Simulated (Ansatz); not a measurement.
**AlGaHO (quartet): the correlation ladder, cc-pVDZ**

The task here is to estimate one member of a computed series from the others.

Program: Ansatz 0.2.0, Gaussian basis. Level of theory: cc-pVDZ, core rule «outside noble gas», up to 20 orbitals frozen. These are calculated values, not measurements.

To be run: UHF; CCSD(T) on ROHF; CCSD(T) on UHF; BCCD(T) on ROHF; CISD; CCSDT(Q) on ROHF; CCSDT(Q) on UHF.

29 further runs of the same task are left out: 15 that didn't finish, 14 set aside as unsound or not needed.

## The geometry

The geometry is a PBE0/def2-TZVP stationary point (not a proven minimum). No spin-orbit coupling is included. The filled d shell of Ga may be among the frozen orbitals whatever the setting's name suggests; the logs give the count.

4 atoms, charge 0, spin multiplicity 4.

Atoms are counted from 1 here; the program's logs count them from 0.

Bond lengths: Al1–Ga2 2.296 Å, Ga2–O3 1.723 Å, O3–H4 0.948 Å. Angles: Al1–Ga2–O3 180.0°, Ga2–O3–H4 180.0°.

Set-up of the first run:

The input, in.yaml:

```yaml
crystal:
  periodic: [false, false, false]
  atoms:
    - {symbol: Al, position_ang: [0.000000, 0.000000, -2.820900]}
    - {symbol: Ga, position_ang: [0.000000, 0.000000, -0.524600]}
    - {symbol: O, position_ang: [0.000000, 0.000000, 1.198800]}
    - {symbol: H, position_ang: [0.000000, 0.000000, 2.146700]}
basis:
  gaussian: {orbitals: cc-pVDZ}
magnetization: {spin_polarized: true, initial_magnetization: 3}
hamiltonian: {xc: hf}
output: {orbitals: {seedname: orbitals}}
```

Command:

```sh
$ ansatz run in.yaml --threads 1 --pin off --events-out ev --progress --plain --max-ram 2393MiB
```

Steps of the session up to this table: UHF; CCSD(T) on ROHF; CCSD(T) on UHF; BCCD(T) on ROHF; CISD; CCSDT(Q) on ROHF; CCSDT(Q) on UHF.

One of the session's tables, all rows but one given; the rest of the session is left out.

It belongs to the step «Misses and costs». 

| method | from UCCSDT(Q) (meV) |
| --- | --- |
| ROHF | +8028.2 |
| UHF | ? |
| RMP2 | +819.4 |
| UMP2 | +822.4 |
| RCCSD | +289.5 |
| UCCSD | +287.1 |
| RCCSD(T) | +63.5 |
| UCCSD(T) | +61.3 |
| BCCD(T) | +60.3 |
| RCCSDT | +29.3 |
| UCCSDT | +27.0 |
| RCCSDT(Q) | +5.6 |
| UCCSDT(Q) | 0 |

**Question.** Estimate the row for UHF.

**Answer.** from UCCSDT(Q) (meV): +7992.3. In the column «from UCCSDT(Q) (meV)» it lies between UMP2 (+822.4) and ROHF (+8028.2).

Not comparable, so not listed: CISD (they don't share determinant, frozen orbitals or solution with the rows shown, or repeat one).

Limits of these values: Restricted and unrestricted rows rest on different reference determinants; where their highest levels disagree by more than a few hundredths of an eV, they describe different states and don't form one ladder.
